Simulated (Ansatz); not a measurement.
# ZrH₃ (quartet): wave-function methods side by side, def2-TZVPP

The task here is to estimate one member of a computed series from the others.

The runs use Ansatz 0.2.0, Gaussian basis; def2-TZVPP, core rule «outside noble gas», up to 4 orbitals frozen.

To be run: UHF; ROHF; CCSD(T) on UHF.

2 further runs of the same task are left out: 2 set aside as unsound or not needed.

### The system

The geometry is a PBE0/def2-TZVP stationary point (not a proven minimum) of the parent state, kept for this charge and spin. No spin-orbit coupling is included. Elements past krypton take def2 core potentials.

4 atoms, charge 0, spin multiplicity 4.

Atoms are counted from 1 here; the program's logs count them from 0.

Bond lengths: Zr1–H2 1.860 Å, Zr1–H3 1.860 Å, Zr1–H4 1.860 Å. Angles: H2–Zr1–H3 120.0°, H2–Zr1–H4 120.0°, H3–Zr1–H4 120.0°.

The first run:

in.yaml

```yaml
crystal:
  periodic: [false, false, false]
  atoms:
    - {symbol: Zr, position_ang: [0.000000, 0.000000, 0.000000]}
    - {symbol: H, position_ang: [1.859864, 0.018007, 0.007700]}
    - {symbol: H, position_ang: [-0.945522, 1.601699, -0.004900]}
    - {symbol: H, position_ang: [-0.914341, -1.619706, -0.002800]}
basis:
  gaussian: {orbitals: def2-TZVPP}
magnetization: {spin_polarized: true, initial_magnetization: 3}
hamiltonian: {xc: hf}
output: {orbitals: {seedname: orbitals}}
```

Started as:

```console
$ ansatz run in.yaml --threads 1 --pin off --events-out ev --progress --plain --max-ram 4096MiB --backend cpu
```

Among the steps run: UHF; ROHF; CCSD(T) on UHF.

One table of the session follows, with a row left open; its other results are not shown here.

It belongs to the step «Misses and costs». 

| method | from UCCSD(T) (kcal/mol) |
| --- | --- |
| ROHF | ? |
| UHF | +71.42 |
| UMP2 | +16.24 |
| UCCSD | +2.19 |
| UCCSD(T) | 0 |

**Question.** Estimate the row for ROHF.

**Answer.** from UCCSD(T) (kcal/mol): +73.62. In the column «from UCCSD(T) (kcal/mol)» it is the highest.
